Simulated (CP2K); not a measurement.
# RuAu (Pm-3m) in CP2K: reference runs

How does RuAu come out in PBE? The cell is run as given and disturbed.

Program: CP2K 2026.2. These are calculated values, not measurements. Logs are shortened: lines on timing, memory, paths and dates and some standing lists are left out, and cuts for length are marked.

**1. The structure**

Symmetry: Pm-3m, No. 221, cubic system. The conventional cell has a = 3.165 Å, b = 3.165 Å, c = 3.165 Å, α = 90.00°, β = 90.00°, γ = 90.00°. Ru (site symmetry m-3m) has 8 Au at 2.74 Å as nearest neighbours. Au (site symmetry m-3m) has 8 Ru at 2.74 Å as nearest neighbours.

The cell was built by a generator and needn't be a form met in nature.

**2. Single point, PBE**

ruau_scf.inp

```
&GLOBAL
  PROJECT ruau_scf
  RUN_TYPE ENERGY_FORCE
  PRINT_LEVEL LOW
&END GLOBAL
&FORCE_EVAL
  METHOD QS
  STRESS_TENSOR ANALYTICAL
  &DFT
    BASIS_SET_FILE_NAME BASIS_MOLOPT_UZH
    POTENTIAL_FILE_NAME POTENTIAL_UZH
    &MGRID
      CUTOFF 500
      REL_CUTOFF 60
      NGRIDS 5
    &END MGRID
    &QS
      METHOD GPW
      EPS_DEFAULT 1.0E-10
    &END QS
    &KPOINTS
      SCHEME MONKHORST-PACK 8 8 8
      GAMMA_CENTERED T
      SYMMETRY T
      SYMMETRY_BACKEND SPGLIB
    &END KPOINTS
    &SCF
      SCF_GUESS ATOMIC
      EPS_SCF 1.0E-6
      MAX_SCF 100
      ADDED_MOS 16
      CHOLESKY OFF
      EPS_EIGVAL 1.0E-7
      &DIAGONALIZATION ON
        ALGORITHM STANDARD
      &END DIAGONALIZATION
      &MIXING ON
        METHOD BROYDEN_MIXING
        ALPHA 0.4
        BETA 1.5
        NBUFFER 8
      &END MIXING
      &SMEAR ON
        METHOD FERMI_DIRAC
        ELECTRONIC_TEMPERATURE 580.23
      &END SMEAR
    &END SCF
    &XC
      &XC_FUNCTIONAL
        &GGA_X_PBE
        &END GGA_X_PBE
        &GGA_C_PBE
        &END GGA_C_PBE
      &END XC_FUNCTIONAL
    &END XC
    &PRINT
      &KPOINTS ON
      &END KPOINTS
      &MULLIKEN ON
      &END MULLIKEN
      &MO ON
        ENERGIES T
        OCCUPATION_NUMBERS T
        &EACH
          QS_SCF 0
        &END EACH
        ADD_LAST NUMERIC
      &END MO
      &LOWDIN ON
      &END LOWDIN
      &HIRSHFELD ON
        SHAPE_FUNCTION DENSITY
      &END HIRSHFELD
      &E_DENSITY_CUBE ON
        STRIDE 2
      &END E_DENSITY_CUBE
      &V_HARTREE_CUBE ON
        STRIDE 2
      &END V_HARTREE_CUBE
      &ELF_CUBE ON
        STRIDE 2
      &END ELF_CUBE
    &END PRINT
  &END DFT
  &SUBSYS
    &CELL
      A 3.1648100000 0.0000000000 0.0000000000
      B 0.0000000000 3.1648100000 0.0000000000
      C 0.0000000000 0.0000000000 3.1648100000
      PERIODIC XYZ
    &END CELL
    &COORD
      SCALED
      Ru  0.0000000000 0.0000000000 0.0000000000
      Au  0.5000000000 0.5000000000 0.5000000000
    &END COORD
    &KIND Ru
      BASIS_SET TZVP-MOLOPT-PBE-GTH-q16
      POTENTIAL GTH-PBE-q16
    &END KIND
    &KIND Au
      BASIS_SET TZVP-MOLOPT-PBE-GTH-q11
      POTENTIAL GTH-PBE-q11
    &END KIND
    &PRINT
      &ATOMIC_COORDINATES ON
      &END ATOMIC_COORDINATES
      &CELL ON
      &END CELL
    &END PRINT
  &END SUBSYS
  &PRINT
    &FORCES ON
    &END FORCES
    &STRESS_TENSOR ON
    &END STRESS_TENSOR
  &END PRINT
&END FORCE_EVAL
```

Potentials or basis: POTENTIAL_UZH Ru GTH-PBE-q16, Au GTH-PBE-q11; TZVP-MOLOPT-PBE-GTH basis.

Started as:

```console
OMP_NUM_THREADS=1 cp2k.psmp -i ruau_scf.inp -o ruau_scf.out
```

ruau_scf.out:

```text

 CP2K| version string:                                       CP2K version 2026.2
 CP2K| Input file name                                              ruau_scf.inp

 GLOBAL| Force Environment number                                              1
 GLOBAL| Basis set file name                                    BASIS_MOLOPT_UZH
 GLOBAL| Potential file name                                       POTENTIAL_UZH
 GLOBAL| MM Potential file name                                     MM_POTENTIAL
 GLOBAL| Coordinate file name                                      __STD_INPUT__
 GLOBAL| Method name                                                        CP2K
 GLOBAL| Project name                                                   ruau_scf
 GLOBAL| Run type                                                   ENERGY_FORCE
 GLOBAL| FFT library                                                       FFTW3
[... 8 lines left out ...]
 GLOBAL| CPU model name                                                  UNKNOWN

 CELL| Volume [angstrom^3]:                                            31.698808
 CELL| Vector a [angstrom]:       3.165     0.000     0.000   |a| =     3.164810
 CELL| Vector b [angstrom]:       0.000     3.165     0.000   |b| =     3.164810
 CELL| Vector c [angstrom]:       0.000     0.000     3.165   |c| =     3.164810
 CELL| Angle (b,c), alpha [degree]:                                    90.000000
 CELL| Angle (a,c), beta  [degree]:                                    90.000000
 CELL| Angle (a,b), gamma [degree]:                                    90.000000
 CELL| Numerically orthorhombic:                                             YES
 CELL| Periodicity                                                           XYZ

 CELL_REF| Volume [angstrom^3]:                                        31.698808
 CELL_REF| Vector a [angstrom     3.165     0.000     0.000   |a| =     3.164810
 CELL_REF| Vector b [angstrom     0.000     3.165     0.000   |b| =     3.164810
 CELL_REF| Vector c [angstrom     0.000     0.000     3.165   |c| =     3.164810
 CELL_REF| Angle (b,c), alpha [degree]:                                90.000000
 CELL_REF| Angle (a,c), beta  [degree]:                                90.000000
 CELL_REF| Angle (a,b), gamma [degree]:                                90.000000
 CELL_REF| Numerically orthorhombic:                                         YES
 CELL_REF| Periodicity                                                       XYZ

[... 9 lines left out ...]

  Total number of            - Atomic kinds:                                   2
                             - Atoms:                                          2
                             - Shell sets:                                     2
                             - Shells:                                        21
                             - Primitive Cartesian functions:                 13
                             - Cartesian basis functions:                     81
                             - Spherical basis functions:                     69

  Maximum angular momentum of- Orbital basis functions:                        3
                             - Local part of the GTH pseudopotential:          2
                             - Non-local part of the GTH pseudopotential:      4

 MODULE QUICKSTEP: ATOMIC COORDINATES IN ANGSTROM

   Atom Kind Element         X             Y             Z       Z(eff)     Mass
      1    1 Ru   44      0.000000      0.000000      0.000000  16.0000 101.0700
      2    2 Au   79      1.582405      1.582405      1.582405  11.0000 196.9666

 SCF PARAMETERS         Density guess:                                    ATOMIC
                        --------------------------------------------------------
                        max_scf:                                             100
[... 7 lines left out ...]
                        --------------------------------------------------------
                        level_shift [a.u.]:                             0.000000
                        added MOs                                        16    0
                        --------------------------------------------------------
                        Mixing method:                            BROYDEN_MIXING
[... 11 lines left out ...]
 *******************************************************************************
 BRILLOUIN| K-point scheme                                        Monkhorst-Pack
 BRILLOUIN| K-Point grid                                             8    8    8
 BRILLOUIN| Gamma-centered k-point mesh                                     ON
 BRILLOUIN| K-point symmetry accuracy                               0.100000E-05
 BRILLOUIN| K-Point point group symmetrization                                ON
 BRILLOUIN| Symmetry backend                                             SPGLIB
 BRILLOUIN| Symmetry reduction method                                    SPGLIB
 BRILLOUIN| Wavefunction type                                            COMPLEX
 BRILLOUIN| List of Kpoints [2 Pi/Bohr]                                       35
 BRILLOUIN| Number           Weight            X              Y              Z
 BRILLOUIN|     1           0.01562       -0.37500       -0.37500       -0.37500
 BRILLOUIN|     2           0.04688       -0.37500       -0.37500       -0.25000
 BRILLOUIN|     3           0.04688       -0.37500       -0.37500       -0.12500
 BRILLOUIN|     4           0.02344       -0.37500       -0.37500        0.00000
 BRILLOUIN|     5           0.02344       -0.37500       -0.37500        0.50000
 BRILLOUIN|     6           0.04688       -0.37500       -0.25000       -0.25000
[... 27 lines left out ...]
 BRILLOUIN|    34           0.00586        0.00000        0.50000        0.50000
 BRILLOUIN|    35           0.00195        0.50000        0.50000        0.50000
 *******************************************************************************

 Extrapolation method: initial_guess

 Number of electrons:                                                         27
 Number of occupied orbitals:                                                 14
 Number of molecular orbitals:                                                30

 Number of orbital functions:                                                 69
 Number of independent orbital functions:                                     69

 SCF WAVEFUNCTION OPTIMIZATION

  Step     Update method      Time    Convergence         Total energy    Change
  ------------------------------------------------------------------------------
     1 NoMix/Diag. 0.40E+00    7.3     0.76226264      -127.5043269023 -1.28E+02
     2 Broy./Diag. 0.40E+00    5.7     0.10171950      -129.4371807404 -1.93E+00
     3 Broy./Diag. 0.40E+00    5.7     0.10287376      -128.2425951426  1.19E+00
     4 Broy./Diag. 0.40E+00    5.7     0.00550688      -127.3136184761  9.29E-01
     5 Broy./Diag. 0.40E+00    5.7     0.01382680      -127.2931171354  2.05E-02
     6 Broy./Diag. 0.40E+00    5.7     0.00210705      -127.3004602379 -7.34E-03
     7 Broy./Diag. 0.40E+00    5.7     0.00060167      -127.2940067520  6.45E-03
     8 Broy./Diag. 0.40E+00    5.6     0.00036118      -127.2917510175  2.26E-03
     9 Broy./Diag. 0.40E+00    5.7     0.00006699      -127.2947128251 -2.96E-03
    10 Broy./Diag. 0.40E+00    5.7     0.00005393      -127.2948359577 -1.23E-04
    11 Broy./Diag. 0.40E+00    5.7     0.00000321      -127.2946862650  1.50E-04
    12 Broy./Diag. 0.40E+00    5.6     0.00000189      -127.2947020235 -1.58E-05
    13 Broy./Diag. 0.40E+00    5.7     0.00000042      -127.2947135347 -1.15E-05

  *** SCF run converged in    13 steps ***

  Electronic density on regular grids:        -26.9999999998        0.0000000002
  Core density on regular grids:               26.9999999976       -0.0000000024
  Total charge density on r-space grids:       -0.0000000021
  Total charge density g-space grids:          -0.0000000021

  Overlap energy of the core charge distribution:               0.00000000030195
  Self energy of the core charge distribution:               -229.31069051129666
  Core Hamiltonian energy:                                     58.46109354816798
  Hartree energy:                                              58.85817769382079
  Exchange-correlation energy:                                -15.30235771380727
  Electronic entropic energy:                                  -0.00093655188945
  Fermi energy:                                                 0.49632590786887

  Total energy:                                              -127.29471353474611
  Total energy (extrapolated to T->0):                       -127.29424525880138

 MO| EIGENVALUES AND OCCUPATION NUMBERS FOR K POINT 1
 MO|
 MO|  Index      Eigenvalue [a.u.]        Eigenvalue [eV]             Occupation
 MO|      1              -2.166425             -58.951413               2.000000
 MO|      2              -1.067914             -29.059421               2.000000
 MO|      3              -1.067914             -29.059421               2.000000
 MO|      4              -1.067894             -29.058884               2.000000
 MO|      5               0.278756               7.585348               2.000000
 MO|      6               0.292675               7.964099               2.000000
[... 490 lines left out ...]
 MO|     29               1.659660              45.161635               0.000000
 MO|     30               1.682603              45.785957               0.000000
 MO| Sum:                                                              24.052414
 MO| E(Fermi):            0.496326 a.u.         13.505715 eV

 [... the levels of further k-points ...]

 The electron density is written in Cube    file format to the file:

 ruau_scf-ELECTRON_DENSITY-1_0.cube

 !-----------------------------------------------------------------------------!
                     Mulliken Population Analysis

 #  Atom  Element  Kind  Atomic population                           Net charge
       1     Ru       1         16.540695                             -0.540695
       2     Au       2         10.459305                              0.540695
 # Total charge                             27.000000                  0.000000

 !-----------------------------------------------------------------------------!

 !-----------------------------------------------------------------------------!
                           Hirshfeld Charges

  #Atom  Element  Kind  Ref Charge     Population                    Net charge
      1       Ru     1      16.000         16.049                        -0.049
      2       Au     2      11.000         10.951                         0.049

  Total Charge                                                           -0.000
 !-----------------------------------------------------------------------------!

 LOWDIN POPULATION ANALYSIS

 #  Atom  Element  Kind  Atomic population                           Net charge
       1     Ru       1         16.002788                             -0.002788
       2     Au       2         10.997212                              0.002788
 # Total charge                             27.000000                  0.000000

               ----- ELF is computed on the real space grid -----

 ELF is written in Cube    file format to the file:

 ruau_scf-ELF_S1-1_0.cube

 ENERGY| Total FORCE_EVAL ( QS ) energy [hartree]           -127.294713975091142

 FORCES| Atomic forces [hartree/bohr]
 FORCES|   Atom     x               y               z               |f|
 FORCES|      1  1.81584061E-09  1.81618229E-09  1.81574073E-09   3.14526782E-09
 FORCES|      2 -3.76490730E-12 -4.12106448E-12 -3.68169745E-12   6.68674776E-12
 FORCES| Sum     1.81207571E-09  1.81206123E-09  1.81205904E-09
 FORCES| Total atomic force                                       3.13858921E-09

 STRESS| Analytical stress tensor [bar]
 STRESS|                        x                   y                   z
 STRESS|      x        5.29533714641E+04   1.03125490022E-03   1.03215436753E-03
 STRESS|      y        1.03125490022E-03   5.29533718201E+04   1.02990227091E-03
 STRESS|      z        1.03215436753E-03   1.02990227091E-03   5.29533390637E+04
 STRESS| 1/3 Trace                                             5.29533607827E+04
 STRESS| Determinant                                           1.48484317074E+14

 STRESS| Eigenvectors and eigenvalues of the analytical stress tensor [bar]
 STRESS|                        1                   2                   3
 STRESS| Eigenvalues   5.29533390006E+04   5.29533705961E+04   5.29533727513E+04
 STRESS|      x          -0.030799321509      0.763140981427      0.645497671771
 STRESS|      y          -0.030383621479     -0.646220426595      0.762545733578
 STRESS|      z           0.999063680323      0.003873334289      0.043090137400
```

Wall time 1.7 min (1 thread of Arm Neoverse V1, shared host); peak memory 0.39 GiB.

What came out:

- Free energy: -3463.8653 eV
- Pressure: 5.3 GPa
- Band gap on the k mesh: none (metal or under the smearing width)
- Mulliken charges: Ru -0.54; Au +0.54 e
- Hirshfeld charges: Ru -0.05; Au +0.05 e

Levels at points of the mesh, in eV from the Fermi level:
```tsv
k point	band 10	band 11	band 12	band 13	band 14	band 15	band 16	band 17
(0.00, 0.00, 0.00)	-4.41	-1.19	-1.19	0.54	0.54	0.54	7.76	7.76
(0.00, 0.00, 0.50)	-3.74	-2.86	-1.84	-1.70	-1.70	-0.48	1.42	15.56
(0.00, 0.50, 0.50)	-2.41	-0.79	0.21	0.21	0.46	0.80	0.80	5.76
(0.50, 0.50, 0.50)	-3.57	-2.91	-2.91	0.52	0.52	3.66	8.78	9.02
```

Caveat: Mulliken charges move with the basis; the basis of atomic orbitals isn't converged, which shifts pressures, moduli and gaps. The run has no spin-orbit coupling, so splittings on Au are missing.

(Continued in part 2 of 2.)
